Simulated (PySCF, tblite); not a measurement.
# H8NO4PSi3, a small gas-phase stand-in for a defect centre: NMR shifts, core binding energies and electronic excitations

Wanted: the NMR shifts, core binding energies and electronic excitations for `O=P(O)(O)O[Si]N([SiH3])[SiH3]`. It is drawn as: twofold Si.

Computed with tblite 0.8.0 and PySCF 2.14.0; each step states its level. No surroundings beyond the atoms listed, unless a continuum is named. Atoms count from 0, parts from 1.

### 1 The system as given

17 atoms, charge 0, multiplicity 1; geometry: distance geometry start.

### 2 Relaxing the cluster with GFN2-xTB

Job settings and geometry (Å):

```
{"job": {"kind": "relax", "xc": "GFN2-xTB", "basis": "xTB"}, "charge": 0, "multiplicity": 1}
Si     0.873949    -1.011574    -0.503980
N     -0.364756    -2.322503    -0.296897
Si    -1.091639    -2.502661     1.365968
Si    -1.508377    -2.580478    -1.681411
O      1.869578     0.477007    -0.567654
P      2.119012     1.529274     0.771691
O      2.521384     3.096133     0.136692
O      0.682553     1.604752     1.749281
O      3.464902     0.946672     1.710611
H     -0.314876    -1.763758     2.288512
H     -2.411629    -2.040363     1.348980
H     -1.069198    -3.857704     1.753796
H     -2.802281    -2.101846    -1.326104
H     -1.566882    -3.985686    -2.013835
H     -1.060164    -1.854860    -2.807251
H      0.540841     1.088126     2.519548
H      3.354080     0.523253     2.582647
```

Level: GFN2-xTB geometry optimisation, gas phase.

Run with:

```console
OMP_NUM_THREADS=1 python cluster_run.py task.json out
```

One launch serves the whole session: the jobs run in the order shown.

What it wrote:

```text
step      E/eV     max force
  0    -844.18624    8.107
  1    -846.34437    4.407
  2    -846.27296   19.755
  3    -847.58181    1.977
  4    -847.89509    1.926
  5    -848.23469    1.772
  6    -848.38585    1.539
  7    -848.62075    1.500
  8    -848.70713    0.988
  9    -848.85369    0.951
 10    -848.92531    1.053
 11    -849.04386    1.407
 12    -849.15959    1.188
 13    -849.24784    0.631
 14    -849.28734    0.618
 15    -849.33151    0.510
 16    -849.35834    0.522
 17    -849.37836    0.303
 18    -849.39768    0.344
 19    -849.41725    0.405
 20    -849.44130    0.474
 21    -849.46403    0.478
 22    -849.48749    0.393
 23    -849.51160    0.309
 24    -849.53367    0.459
 25    -849.54948    0.518
 26    -849.57209    0.622
 27    -849.59351    0.464
 28    -849.62771    0.311
 29    -849.63810    0.305
 30    -849.65170    0.294
 31    -849.65798    0.231
 32    -849.66285    0.151
 33    -849.66566    0.177
 34    -849.66738    0.102
 35    -849.66897    0.107
 36    -849.67114    0.123
 37    -849.67308    0.084
 38    -849.67425    0.077
 39    -849.67491    0.069
 40    -849.67563    0.068
 41    -849.67677    0.112
 42    -849.67825    0.113
 43    -849.67962    0.105
 44    -849.68051    0.062
 45    -849.68104    0.056
 46    -849.68156    0.078
 47    -849.68227    0.082
 48    -849.68321    0.077
 49    -849.68422    0.066
 50    -849.68503    0.080
 51    -849.68551    0.082
 52    -849.68578    0.063
 53    -849.68599    0.041
 54    -849.68624    0.036
 55    -849.68652    0.054
 56    -849.68673    0.057
 57    -849.68687    0.049
 58    -849.68698    0.034
 59    -849.68712    0.034
 60    -849.68730    0.052
 61    -849.68747    0.050
 62    -849.68761    0.043
 63    -849.68774    0.037
 64    -849.68791    0.045
 65    -849.68813    0.049
 66    -849.68837    0.039
 67    -849.68859    0.042
 68    -849.68881    0.041
 69    -849.68909    0.061
 70    -849.68960    0.077
 71    -849.69065    0.083
 72    -849.69190    0.276
 73    -849.69368    0.147
 74    -849.69597    0.159
 75    -849.69735    0.495
 76    -849.69752    0.259
 77    -849.70142    0.149
 78    -849.70399    0.292
 79    -849.70720    0.564
 80    -849.71397    0.417
 81    -849.72234    0.311
 82    -849.72700    0.184
 83    -849.72824    0.569
 84    -849.73339    0.316
 85    -849.73772    0.198
 86    -849.74439    0.273
 87    -849.75259    0.667
 88    -849.76110    0.308
 89    -849.76779    0.293
 90    -849.77477    0.339
 91    -849.77881    0.261
 92    -849.78233    0.245
 93    -849.78617    0.209
 94    -849.79465    0.194
 95    -849.80011    0.211
 96    -849.81028    0.259
 97    -849.81703    0.245
 98    -849.81903    0.609
 99    -849.82406    0.219
100    -849.82638    0.137
101    -849.82832    0.215
102    -849.83103    0.319
103    -849.83354    0.282
104    -849.83756    0.184
105    -849.84095    0.146
106    -849.84307    0.085
107    -849.84422    0.113
108    -849.84463    0.198
109    -849.84593    0.087
110    -849.84681    0.066
111    -849.84811    0.048
112    -849.84895    0.074
113    -849.84953    0.117
114    -849.84991    0.080
115    -849.85044    0.042
116    -849.85097    0.048
117    -849.85169    0.055
118    -849.85227    0.049
119    -849.85280    0.054
120    -849.85326    0.061
121    -849.85370    0.077
122    -849.85429    0.054
123    -849.85552    0.117
124    -849.85629    0.095
125    -849.85701    0.054
126    -849.85742    0.037
127    -849.85763    0.030
128    -849.85780    0.075
129    -849.85798    0.039
130    -849.85821    0.038
131    -849.85850    0.038
132    -849.85875    0.041
133    -849.85921    0.053
134    -849.85979    0.064
135    -849.86052    0.069
136    -849.86135    0.059
137    -849.86232    0.053
138    -849.86332    0.064
139    -849.86412    0.118
140    -849.86520    0.088
141    -849.86651    0.083
142    -849.86865    0.156
143    -849.87052    0.124
144    -849.87256    0.156
145    -849.87511    0.128
146    -849.87702    0.150
147    -849.87929    0.158
148    -849.88185    0.149
149    -849.88492    0.184
150    -849.88509    0.427
151    -849.89180    0.185
152    -849.89413    0.132
153    -849.89676    0.106
154    -849.89987    0.221
155    -849.90244    0.093
156    -849.90459    0.091
157    -849.90819    0.199
158    -849.91071    0.159
159    -849.91447    0.147
160    -849.91813    0.173
161    -849.92066    0.190
162    -849.92330    0.137
163    -849.92510    0.207
164    -849.92655    0.107
165    -849.92786    0.081
166    -849.93007    0.114
167    -849.93156    0.130
168    -849.93485    0.130
169    -849.93841    0.190
170    -849.94096    0.116
171    -849.94133    0.321
172    -849.94272    0.178
173    -849.94348    0.060
174    -849.94392    0.049
175    -849.94531    0.066
176    -849.94585    0.077
177    -849.94698    0.120
178    -849.94767    0.063
179    -849.94830    0.119
180    -849.94887    0.062
181    -849.94952    0.074
182    -849.95042    0.102
183    -849.95083    0.052
184    -849.95114    0.072
185    -849.95135    0.051
186    -849.95152    0.047
187    -849.95168    0.033
188    -849.95183    0.030
189    -849.95197    0.033
190    -849.95211    0.037
191    -849.95226    0.034
192    -849.95242    0.030
193    -849.95260    0.027
194    -849.95280    0.030
195    -849.95299    0.032
196    -849.95313    0.065
197    -849.95325    0.059
198    -849.95344    0.042
199    -849.95382    0.077
200    -849.95407    0.056
201    -849.95407    0.056
202    -849.95987    0.095
203    -849.96103    0.172
204    -849.96303    0.082
205    -849.96296    0.122
206    -849.96571    0.079
207    -849.96686    0.091
208    -849.96825    0.096
209    -849.96920    0.100
210    -849.97079    0.102
211    -849.97227    0.110
212    -849.97147    0.241
213    -849.97308    0.178
214    -849.97022    0.157
215    -849.97262    0.249
216    -849.96803    0.310
217    -849.97404    0.120
218    -849.97384    0.196
219    -849.97605    0.100
220    -849.97537    0.164
221    -849.97730    0.039
222    -849.97778    0.167
223    -849.97906    0.189
224    -849.97992    0.177
225    -849.98307    0.187
226    -849.98287    0.320
227    -849.97783    0.357
228    -849.98111    0.479
229    -849.96884    0.579
230    -849.98395    0.326
231    -849.98078    0.393
232    -849.98823    0.139
233    -849.98554    0.221
234    -849.98940    0.112
235    -849.98879    0.186
236    -849.99029    0.067
237    -849.98999    0.109
238    -849.99092    0.039
239    -849.99068    0.104
240    -849.99133    0.035
241    -849.99139    0.055
242    -849.99152    0.042
243    -849.99152    0.078
244    -849.99169    0.034
245    -849.99167    0.047
246    -849.99175    0.012
247    -849.99177    0.025
248    -849.99183    0.025
249    -849.99188    0.014
250    -849.99190    0.019
251    -849.99191    0.016
252    -849.99195    0.011
253    -849.99196    0.009
254    -849.99197    0.004
```

Run time: 15 s. Hardware: 1 thread of Arm Neoverse V1, shared host.

Step by step:

| step | energy from step 0 (eV) | largest force (eV/Å) |
| --- | --- | --- |
| 0 | 0.0000 | 8.1066 |
| 10 | -4.7391 | 1.0527 |
| 20 | -5.2551 | 0.4746 |
| 30 | -5.4655 | 0.2944 |
| 40 | -5.4894 | 0.0685 |
| 50 | -5.4988 | 0.0797 |
| 60 | -5.5011 | 0.0516 |
| 70 | -5.5034 | 0.0769 |
| 80 | -5.5277 | 0.4164 |
| 90 | -5.5885 | 0.3398 |
| 100 | -5.6401 | 0.1370 |
| 110 | -5.6606 | 0.0656 |
| 120 | -5.6670 | 0.0606 |
| 130 | -5.6720 | 0.0380 |
| 140 | -5.6790 | 0.0878 |
| 150 | -5.6988 | 0.4271 |
| 160 | -5.7319 | 0.1730 |
| 170 | -5.7547 | 0.1166 |
| 180 | -5.7626 | 0.0625 |
| 190 | -5.7659 | 0.0365 |
| 200 | -5.7678 | 0.0564 |
| 210 | -5.7845 | 0.1021 |
| 220 | -5.7891 | 0.1642 |
| 230 | -5.7977 | 0.3264 |
| 240 | -5.8051 | 0.0346 |
| 250 | -5.8057 | 0.0187 |
| 254 | -5.8057 | 0.0036 |

Close pairs (by a distance rule), those that changed most:

| bond | before (Å) | after (Å) | change (Å) |
| --- | --- | --- | --- |
| P5–O6 | 1.738 | 1.456 | -0.282 |
| P5–O8 | 1.741 | 1.584 | -0.157 |
| O4–P5 | 1.721 | 1.570 | -0.152 |
| P5–O7 | 1.739 | 1.600 | -0.139 |
| Si0–O4 | 1.792 | 1.676 | -0.116 |
| Si0–N1 | 1.815 | 1.717 | -0.099 |
| N1–Si2 | 1.824 | 1.745 | -0.078 |
| Si2–H10 | 1.399 | 1.469 | +0.070 |

### 3 Optimising the geometry at PBE0-D3(BJ)/def2-SVP

Job settings and geometry (Å):

```
{"job": {"xc": "PBE0", "basis": "def2-SVP", "d3": "d3bj", "grid": 2, "kind": "geom", "shake": 0.01}, "charge": 0, "multiplicity": 1}
Si     0.869380     0.161861    -1.433067
N     -0.282733    -0.969756    -0.847915
Si    -0.607068    -1.361836     0.817398
Si    -1.195112    -1.537164    -2.213898
O      1.589422     0.741143    -0.054450
P      0.841933     1.880458     0.750918
O     -0.504574     2.164358     0.323742
O      1.013534     1.423345     2.274221
O      1.836896     3.112344     0.686748
H      0.683235    -1.496481     1.550322
H     -1.474287    -0.370860     1.468473
H     -1.250574    -2.658761     0.798200
H     -2.023721    -0.417680    -2.775286
H     -2.131020    -2.601821    -1.730446
H     -0.257702    -2.042727    -3.182281
H      0.168983     1.076978     2.600316
H      2.713893     2.896400     0.987094
```

What it wrote:

```text
step   0  E = -1568.92663396  max force = 0.043956
step   1  E = -1568.93937522  max force = 0.009687
step   2  E = -1568.94111269  max force = 0.003349
step   3  E = -1568.94190641  max force = 0.004205
step   4  E = -1568.94225936  max force = 0.004222
step   5  E = -1568.94285979  max force = 0.002286
step   6  E = -1568.94377811  max force = 0.003207
step   7  E = -1568.94465119  max force = 0.006689
step   8  E = -1568.94555233  max force = 0.004566
step   9  E = -1568.94654243  max force = 0.001872
step  10  E = -1568.94706020  max force = 0.004300
step  11  E = -1568.94737398  max force = 0.002658
step  12  E = -1568.94744789  max force = 0.002933
step  13  E = -1568.94805646  max force = 0.002855
step  14  E = -1568.94823276  max force = 0.001303
step  15  E = -1568.94836107  max force = 0.000859
step  16  E = -1568.94841856  max force = 0.000662
step  17  E = -1568.94848086  max force = 0.000708
step  18  E = -1568.94848340  max force = 0.001661
step  19  E = -1568.94862315  max force = 0.001165
step  20  E = -1568.94870779  max force = 0.000812
step  21  E = -1568.94882814  max force = 0.001057
step  22  E = -1568.94887228  max force = 0.000759
step  23  E = -1568.94891288  max force = 0.001046
step  24  E = -1568.94889228  max force = 0.001641
step  25  E = -1568.94896179  max force = 0.001238
step  26  E = -1568.94899919  max force = 0.000582
step  27  E = -1568.94901124  max force = 0.000425
optimisation converged
```

Run time: 14 min. Hardware: 1 thread of Arm Neoverse V1, shared host; peak memory 1.1 GiB.

Along the way:

| step | energy from step 0 (eV) | largest force component (eV/Å) |
| --- | --- | --- |
| 0 | 0.0000 | 2.2603 |
| 1 | -0.3467 | 0.4981 |
| 2 | -0.3940 | 0.1722 |
| 3 | -0.4156 | 0.2162 |
| 4 | -0.4252 | 0.2171 |
| 5 | -0.4415 | 0.1176 |
| 6 | -0.4665 | 0.1649 |
| 7 | -0.4903 | 0.3440 |
| 8 | -0.5148 | 0.2348 |
| 9 | -0.5417 | 0.0963 |
| 10 | -0.5558 | 0.2211 |
| 11 | -0.5644 | 0.1367 |
| 12 | -0.5664 | 0.1508 |
| 13 | -0.5829 | 0.1468 |
| 14 | -0.5877 | 0.0670 |
| 15 | -0.5912 | 0.0442 |
| 16 | -0.5928 | 0.0340 |
| 17 | -0.5945 | 0.0364 |
| 18 | -0.5946 | 0.0854 |
| 19 | -0.5984 | 0.0599 |
| 20 | -0.6007 | 0.0418 |
| 21 | -0.6039 | 0.0544 |
| 22 | -0.6051 | 0.0390 |
| 23 | -0.6062 | 0.0538 |
| 24 | -0.6057 | 0.0844 |
| 25 | -0.6076 | 0.0637 |
| 26 | -0.6086 | 0.0299 |
| 27 | -0.6089 | 0.0219 |

Distances of close pairs at the start and the end, largest changes first:

| bond | before (Å) | after (Å) | change (Å) |
| --- | --- | --- | --- |
| Si0–O4 | 1.660 | 1.723 | +0.064 |
| Si3–H14 | 1.439 | 1.493 | +0.054 |
| Si2–H11 | 1.448 | 1.496 | +0.048 |
| N1–Si2 | 1.741 | 1.777 | +0.035 |
| N1–Si3 | 1.738 | 1.768 | +0.030 |
| P5–O6 | 1.441 | 1.469 | +0.028 |
| Si0–N1 | 1.718 | 1.742 | +0.024 |
| Si2–H10 | 1.469 | 1.489 | +0.020 |

The next job starts from the end point, and lists it.

| at the end point | value |
| --- | --- |
| point group (found at 0.08 Å tolerance) | C1 |
| rotational constants (GHz, main isotopes) | 1.872, 0.447, 0.397 |
| dipole moment (D) | 3.49 |

### 4 NMR shieldings: PBE0/pcSseg-1

Job settings and geometry (Å):

```
{"job": {"kind": "nmr", "xc": "PBE0", "basis": "pcSseg-1"}, "charge": 0, "multiplicity": 1}
Si    -0.117892     0.805190    -1.409058
N     -0.578535    -0.844800    -1.095162
Si    -0.397180    -1.552132     0.524447
Si    -1.223283    -1.842107    -2.404812
O      0.364032     1.108178     0.217613
P      1.107865     2.297900     0.991952
O      1.481366     3.495961     0.228005
O      0.065082     2.531717     2.199106
O      2.361418     1.547628     1.654262
H      1.023249    -1.520397     0.984016
H     -1.268645    -0.882630     1.529185
H     -0.813542    -2.983373     0.398757
H     -2.600754    -2.314390    -2.077327
H     -0.351217    -3.030292    -2.639539
H     -1.260430    -0.991489    -3.631303
H      0.079974     3.459173     2.469175
H      2.118978     0.715660     2.080919
```

Method: GIAO PBE0/pcSseg-1 NMR shielding, non-relativistic, gas phase.

What it wrote:

```text
coarse grid: 16864 points
cycle   1  E = -1569.1124544613  dE =  1.338e+00  |g| = 1.330e+00  |ddm| = 4.022e+00
cycle   2  E = -1568.6676893008  dE =  4.448e-01  |g| = 2.023e+00  |ddm| = 2.156e+00
cycle   3  E = -1569.4127389119  dE = -7.450e-01  |g| = 2.785e-01  |ddm| = 1.485e+00
cycle   4  E = -1569.4262856141  dE = -1.355e-02  |g| = 7.904e-02  |ddm| = 2.154e-01
cycle   5  E = -1569.4272401399  dE = -9.545e-04  |g| = 2.508e-02  |ddm| = 5.514e-02
cycle   6  E = -1569.4273428890  dE = -1.027e-04  |g| = 8.793e-03  |ddm| = 2.041e-02
cycle   7  E = -1569.4273559344  dE = -1.305e-05  |g| = 1.360e-03  |ddm| = 5.842e-03
cycle   8  E = -1569.4273563046  dE = -3.702e-07  |g| = 2.502e-04  |ddm| = 1.427e-03
final grid: 146504 points
cycle   9  E = -1569.5151456766  dE = -1.972e-05  |g| = 9.970e-03  |ddm| = 1.788e-02
cycle  10  E = -1569.5151183815  dE =  2.730e-05  |g| = 1.547e-02  |ddm| = 1.485e-02
cycle  11  E = -1569.5151621236  dE = -4.374e-05  |g| = 1.665e-03  |ddm| = 1.005e-02
cycle  12  E = -1569.5151626611  dE = -5.375e-07  |g| = 3.639e-04  |ddm| = 1.312e-03
cycle  13  E = -1569.5151626835  dE = -2.242e-08  |g| = 7.465e-05  |ddm| = 2.649e-04
cycle  14  E = -1569.5151626844  dE = -8.954e-10  |g| = 3.643e-05  |ddm| = 8.687e-05
cycle  15  E = -1569.5151626846  dE = -2.342e-10  |g| = 1.132e-05  |ddm| = 3.052e-05
converged SCF energy = -1569.5151626846

GIAO shielding tensors (ppm)
atom      isotropic    diamagn.    paramagn.     s11        s22        s33       span
  0 Si     224.246     881.470    -657.224   -107.524    301.280    478.981    586.506
  1 N      143.671     336.076    -192.405    -43.321    231.401    242.931    286.252
  2 Si     411.090     882.033    -470.944    379.880    392.387    461.002     81.122
  3 Si     406.388     878.919    -472.530    364.718    397.632    456.815     92.097
  4 O       76.474     412.032    -335.559    -39.386    128.063    140.744    180.130
  5 P      325.736     966.351    -640.615    243.167    249.051    484.991    241.824
  6 O      182.090     394.593    -212.503    148.621    162.683    234.967     86.346
  7 O      217.675     390.793    -173.118    175.809    179.998    297.219    121.409
  8 O      219.576     390.994    -171.417    173.735    202.483    282.510    108.775
  9 H       26.530      32.777      -6.246     22.718     26.239     30.634      7.916
 10 H       26.324      31.635      -5.311     22.718     25.363     30.892      8.174
 11 H       26.701      30.292      -3.591     22.789     25.936     31.378      8.589
 12 H       26.603      27.959      -1.356     22.973     24.798     32.040      9.068
 13 H       26.602      28.058      -1.456     22.964     24.843     31.998      9.034
 14 H       26.181      28.248      -2.066     23.071     25.308     30.165      7.094
 15 H       27.980      25.763       2.217     20.955     23.131     39.853     18.899
 16 H       27.999      34.507      -6.508     20.603     24.598     38.796     18.193
```

Wall time 49 s (1 thread of Arm Neoverse V1, shared host); peak memory 1.4 GiB.

The references, computed at this level on geometries of the same kind, shield at (ppm): 1H TMS 31.27, 29Si TMS 352.0, 15N NH3 265.7, 17O H2O 334.6, 31P H3PO4 310.1. Their shielding less the atom's gives the shift. The references are single molecules in the gas phase, so shifts against H2O, NH3, PH3, H3PO4 or CFCl3 are not on the usual liquid scales and can be off by tens of ppm.

| atoms | environment | σ (ppm) | δ (ppm) |
| --- | --- | --- | --- |
| H14 | hydrogen on a silicon bonded to N | 26.18 | 5.09 |
| H10 | hydrogen on a silicon bonded to N | 26.32 | 4.94 |
| H9 | hydrogen on a silicon bonded to N | 26.53 | 4.74 |
| H13 | hydrogen on a silicon bonded to N | 26.60 | 4.67 |
| H12 | hydrogen on a silicon bonded to N | 26.60 | 4.66 |
| H11 | hydrogen on a silicon bonded to N | 26.70 | 4.57 |
| H15 | hydrogen on an oxygen bonded to P | 27.98 | 3.29 |
| H16 | hydrogen on an oxygen bonded to P | 28.00 | 3.27 |
| Si0 | silicon bonded to N, O | 224.2 | 127.7 |
| Si3 | silicon bonded to N, 3 H | 406.4 | -54.4 |
| Si2 | silicon bonded to N, 3 H | 411.1 | -59.1 |
| N1 | nitrogen bonded to 3 Si | 143.7 | 122.0 |
| O4 | oxygen bonded to P, Si | 76.5 | 258.1 |
| O6 | oxygen bonded to P | 182.1 | 152.5 |
| O7 | oxygen bonded to P, H | 217.7 | 116.9 |
| O8 | oxygen bonded to P, H | 219.6 | 115.0 |
| P5 | phosphorus bonded to 4 O | 325.7 | -15.6 |

Charges from the same density, by scheme (e):

| atoms | Mulliken | IAO | Hirshfeld | ESP fit |
| --- | --- | --- | --- | --- |
| Si0 | 0.75 | 0.74 | 0.32 | -0.07 |
| N1 | -1.06 | -0.97 | -0.34 | -0.17 |
| Si2 | 0.66 | 0.71 | 0.33 | 0.41 |
| Si3 | 0.62 | 0.71 | 0.34 | 0.56 |
| O4 | -0.76 | -0.83 | -0.24 | -0.06 |
| P5 | 1.35 | 1.99 | 0.55 | 1.18 |
| O6 | -0.59 | -0.88 | -0.39 | -0.64 |
| O7 | -0.50 | -0.75 | -0.25 | -0.74 |
| O8 | -0.49 | -0.74 | -0.24 | -0.63 |

Mayer bond orders: Si0–N1 1.02, N1–Si2 0.82, N1–Si3 0.86, Si0–O4 0.75, O4–P5 0.96, P5–O6 1.91, P5–O7 1.05, P5–O8 1.05.

[end of part 1 of 2]
